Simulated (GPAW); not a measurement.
A run of GPAW 26.7.0 is set up as follows.

Contents of run.py:

```python
from ase.dft.bandgap import bandgap
from ase.io import read, write
from ase.units import Bohr, GPa
from gpaw import GPAW, PW
from gpaw.elf import elf_from_dft_calculation

atoms = read('NbSi.xyz')

calc = GPAW(mode=PW(600),
            xc='MGGA_X_R2SCAN+MGGA_C_R2SCAN',
            kpts={'size': (9, 9, 9), 'gamma': True},
            occupations={'name': 'fermi-dirac', 'width': 0.05},
            nbands=19,
            convergence={'density': 1e-05, 'energy': 1e-05},
            maxiter=150,
            txt='gpaw.txt')
atoms.calc = calc
energy = atoms.get_potential_energy()
forces = atoms.get_forces()
stress = atoms.get_stress()
calc.write('gs.gpw')
write('result.traj', atoms)
print(f'Energy: {energy:.6f} eV')
print('Forces (eV/A):')
print(forces.round(4))
print('Stress (GPa):', (stress / GPa).round(3))
print('Fermi level:', round(calc.get_fermi_level(), 4), 'eV')
print(f'Gap: {bandgap(calc)[0]:.4f} eV, direct: {bandgap(calc, direct=True)[0]:.4f} eV')

# fields on the real-space grid
write('density.cube', atoms, data=calc.get_pseudo_density() * Bohr**3)
write('potential.cube', atoms, data=calc.get_electrostatic_potential())
write('elf.cube', atoms, data=elf_from_dft_calculation(calc).data)

path = atoms.cell.bandpath('GXWKGLUWLK,UX', npoints=100, eps=1e-4)
bs_calc = calc.fixed_density(kpts=path, symmetry='off', nbands=29,
                             convergence={'bands': 'CBM+6.0', 'eigenstates': 1e-6}, txt='bands.txt')
bs = bs_calc.band_structure()
bs.write('bs.json')
print(f'Gap on the path: {bandgap(bs_calc)[0]:.4f} eV')
```

The input NbSi.xyz:

```xyz
2
Lattice="0.0000000000 2.5738300000 2.5738300000 2.5738300000 0.0000000000 2.5738300000 2.5738300000 2.5738300000 0.0000000000" Properties=species:S:1:pos:R:3 pbc="T T T"
Nb     0.0000000000      0.0000000000      0.0000000000
Si     2.5738300000      2.5738300000      2.5738300000
```

Potentials or basis: GPAW PAW data sets (gpaw-data 1.2.1), pw.

The run is started by

```sh
$ OMP_NUM_THREADS=1 python run.py
```

(1) Predict the band gap along the path.

(2) Predict the pressure.

Answers

(1) none (metal or under the smearing width).

(2) -0.7 GPa.

Caveat: the PAW data sets were made with another functional, which shifts forces and pressure a little.
